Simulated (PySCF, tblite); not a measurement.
# C₇H₁₃BNP: geometry, infrared bands and NMR shifts

Aim: predict the infrared bands and NMR shifts of C₇H₁₃BNP (`CC[C@H](C)[P+]1([BH2-]C#N)C=C1`).

Programs: tblite 0.8.0 and PySCF 2.14.0, with density-fitted response routines of our own. Each step states its level of theory. These are calculated values for one molecule in the gas phase, unless marked as measured. Atoms are numbered from 0 throughout.

## (1) The starting structure

23 atoms, charge 0, multiplicity 1; geometry from: force field or distance geometry start.

Bonds of the start (Å): C0–C1 1.55, C1–C2 1.54, C2–C3 1.55, C2–P4 1.82, P4–B5 1.90, B5–C6 1.54, C6–N7 1.15, P4–C8 1.69, C8–C9 1.48, C9–P4 1.68, C0–H10 1.11, C0–H11 1.12, C0–H12 1.10, C1–H13 1.11, C1–H14 1.11, C2–H15 1.12, C3–H16 1.10, C3–H17 1.10, C3–H18 1.11, B5–H19 1.20, B5–H20 1.19, C8–H21 1.08, C9–H22 1.10.

## (2) Optimising the geometry with GFN2-xTB

What the job is given:

```
{"job": {"kind": "relax", "xc": "GFN2-xTB", "basis": "xTB"}, "charge": 0, "multiplicity": 1}
C     -0.452600    -2.313900     0.593000
C     -1.226500    -1.173300    -0.106000
C     -0.983000     0.182600     0.586000
C     -1.946300     1.245000     0.002900
P      0.730000     0.749600     0.367300
B      1.519400     0.946500    -1.351400
C      1.981200    -0.431500    -1.867500
N      2.327300    -1.466600    -2.244400
C      1.778900     0.469200     1.657400
C      1.260500     1.845400     1.531200
H     -0.726700    -3.279400     0.113000
H     -0.739200    -2.366000     1.670600
H      0.629900    -2.163100     0.510900
H     -0.917600    -1.131200    -1.168600
H     -2.308200    -1.418100    -0.059100
H     -1.199100     0.093900     1.684000
H     -1.784900     1.362700    -1.078300
H     -1.780700     2.210400     0.510900
H     -3.000200     0.938500     0.194500
H      2.470800     1.674600    -1.266400
H      0.724200     1.414700    -2.099500
H      2.388400    -0.231100     2.203100
H      1.249400     2.867900     1.923300
```

Command:

```console
$ OMP_NUM_THREADS=1 python probes_run.py task.json out
```

This one command runs all jobs of the session in turn.

**Question.** This job is followed by: GFN2-xTB harmonic vibrations, gas phase; GIAO PBE0/pcSseg-1 NMR shielding, non-relativistic, gas phase. Predict these results of the whole session: strongest single infrared mode (GFN2-xTB); zero-point energy (GFN2-xTB); ¹³C shifts against TMS (PBE0/pcSseg-1); ¹H shifts against TMS (PBE0/pcSseg-1, means over atoms taken as alike); ³¹P shifts against H3PO4 (PBE0/pcSseg-1); ¹¹B shifts against BF3·OEt2 (PBE0/pcSseg-1); ¹⁵N shifts against NH3 (PBE0/pcSseg-1).

**Answer**, as computed:

| quantity | value |
| --- | --- |
| strongest single infrared mode (GFN2-xTB) | 2349 cm⁻¹, 153 km/mol |
| zero-point energy (GFN2-xTB) | 113.6 kcal/mol |
| ¹³C shifts against TMS (PBE0/pcSseg-1) | 149.0, 144.7, 133.0, 58.5, 30.9, 18.9, 18.8 ppm |
| ¹H shifts against TMS (PBE0/pcSseg-1, means over atoms taken as alike) | 9.07, 8.86, 2.16, 2.13, 1.61, 1.60, 1.45, 1.11, 1.07 ppm |
| ³¹P shifts against H3PO4 (PBE0/pcSseg-1) | -155.3 ppm |
| ¹¹B shifts against BF3·OEt2 (PBE0/pcSseg-1) | -46.5 ppm |
| ¹⁵N shifts against NH3 (PBE0/pcSseg-1) | 336.1 ppm |

**Reading.** Relaxing lowered the energy by 1.216 eV in 96 steps; the close pair that moved most is C8–C9, from 1.476 to 1.321 Å. No mode is imaginary among the 63: a minimum at this level. The strongest single mode, at 2349 cm⁻¹, moves mainly C6 and N7. Unscaled tight-binding wavenumbers are off by several per cent, some by more. Its intensities can rank the bands wrongly. At PBE0/pcSseg-1: The largest span, 705 ppm, is at P4, where the paramagnetic term is -494 ppm.
